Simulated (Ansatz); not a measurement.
**r2SCAN0/STO-3G run of HOF (hypofluorous acid)**

What is the electronic atomisation energy of HOF (hypofluorous acid) at r2SCAN0/STO-3G? 

Program for the calculation: Ansatz 0.2.0.

## 1. Starting point

The species is HOF (3 atoms), meant as a singlet with charge 0. As SMILES, `OF`. The coordinates come from a PBE0-D4/def2-TZVP relaxation.

Bond lengths: O1–F2 1.406 Å, O1–H3 0.969 Å. Angles: F2–O1–H3 99.1°.

## 2. A single-point energy at r2SCAN0/STO-3G

input.yaml

```yaml
crystal:
  periodic: [false, false, false]
  atoms:
    - {symbol: O, position_ang: [0.430590, -0.210340, 0.216330]}
    - {symbol: F, position_ang: [-0.221910, 1.014620, -0.010980]}
    - {symbol: H, position_ang: [-0.208690, -0.804280, -0.205350]}
basis:
  gaussian:
    orbitals: STO-3G
hamiltonian:
  xc: {name: r2SCAN0}
accuracy: high
```

Command:

```sh
$ ansatz run input.yaml --threads 1 --pin off --max-ram 3480MiB --events-out events.jsonl --progress --plain --runs-dir runs
```

Log:

```text
Warning: RAYON_NUM_THREADS=1 ignored (pool sized by the plan → 1); use --threads N
Functional definition: r2SCAN0
  name "r2SCAN0"
  parameter a = 0.25
  parameter k0 = 0.174
  parameter k1 = 0.065
  parameter a1 = 4.9479
  exchange = (1 - a)*r2scan_x(k0 = k0, k1 = k1, a1 = a1) + a*exact_x
  correlation = r2scan_c
168 factors; integrals over basis functions are off by at most 4.3e-8 eV
mean field evaluation 1: about -4707.4845 eV, gradient 7.2e0 eV
mean field evaluation 2: about -4707.7051 eV, gradient 1.1e0 eV
mean field evaluation 4: about -4707.7105 eV, gradient 1.7e-1 eV
mean field evaluation 8: about -4707.7053 eV, gradient 1.6e-3 eV
mean field -4707.70527970 eV, -173.0049780316 hartree, gradient 2.8e-8 eV, S^2 0.000000; 0 other end points of the search recorded, 0 dependent functions left out
reference -4707.70527985 eV, -173.0049780372 hartree; 9, 9 occupied and 2, 2 virtual orbitals, 168 factors
Total energy: -4707.70527985 eV, -173.0049780372 hartree
```

It took 1.2 s on 1 thread of Arm Neoverse V1, shared host; peak memory 0.1 GiB.

## 3. The F atom

job.yaml

```yaml
crystal:
  periodic: [false, false, false]
  atoms:
    - {symbol: F, position_ang: [0.000000, 0.000000, 0.000000]}
basis:
  gaussian: {orbitals: STO-3G}
magnetization: {spin_polarized: true, initial_magnetization: 1}
accuracy: high
hamiltonian: {xc: {name: r2SCAN0}}
```

Command:

```sh
$ ansatz run job.yaml --threads 1 --pin off --max-ram 3480MiB --events-out events.jsonl --progress --plain --runs-dir runs
```

Log:

```text
Warning: RAYON_NUM_THREADS=1 ignored (pool sized by the plan → 1); use --threads N
Functional definition: r2SCAN0
  name "r2SCAN0"
  parameter a = 0.25
  parameter k0 = 0.174
  parameter k1 = 0.065
  parameter a1 = 4.9479
  exchange = (1 - a)*r2scan_x(k0 = k0, k1 = k1, a1 = a1) + a*exact_x
  correlation = r2scan_c
15 factors; integrals over basis functions are off by at most 1.2e-9 eV
mean field evaluation 1: about -2673.8360 eV, gradient 5.7e-11 eV
mean field evaluation 2: about -2673.8310 eV, gradient 2.4e-10 eV
mean field -2673.83099676 eV, -98.2614767433 hartree, gradient 0.0e0 eV, S^2 0.750000; 0 other end points of the search recorded, 0 dependent functions left out
reference -2673.83099681 eV, -98.2614767448 hartree; 5, 4 occupied and 0, 1 virtual orbitals, 15 factors
Total energy: -2673.83099681 eV, -98.2614767448 hartree
```

Wall time 0.6 s (1 thread of Arm Neoverse V1, shared host); peak memory 0.096 GiB.

## 4. The H atom

in.yaml

```yaml
crystal:
  periodic: [false, false, false]
  atoms:
    - symbol: H
      position_ang: [0.000000, 0.000000, 0.000000]
basis:
  gaussian: {orbitals: STO-3G}
magnetization: {spin_polarized: true, initial_magnetization: 1}
hamiltonian: {xc: {name: r2SCAN0}}
accuracy: high
```

Run the same way, it converges to -0.46649 Eh (log not shown).

## 5. The O atom, same level

molecule.yaml

```yaml
crystal:
  periodic: [false, false, false]
  atoms:
    - {symbol: O, position_ang: [0.000000, 0.000000, 0.000000]}
basis:
  gaussian: {orbitals: STO-3G}
magnetization: {spin_polarized: true, initial_magnetization: 2}
hamiltonian: {xc: {name: r2SCAN0}}
accuracy: high
```

Run the same way, it converges to -74.02298 Eh (log not shown).

## 6. What came out

Level: r2SCAN0/STO-3G.

| quantity | value |
| --- | --- |
| molecule: total energy | -173.00498 Eh |
| F atom: total energy | -98.26148 Eh |
| F atom: ⟨S²⟩ | 0.750 |
| H atom: total energy | -0.46649 Eh |
| H atom: ⟨S²⟩ | 0.750 |
| O atom: total energy | -74.02298 Eh |
| O atom: ⟨S²⟩ | 2.000 |
| electronic atomisation energy | 6.912 eV |

**Reading.** Taking the molecule apart into free atoms costs 6.91 eV (667 kJ/mol), before zero-point energy and without spin-orbit coupling. In a minimal basis such a difference can be off by several eV, whatever the method.
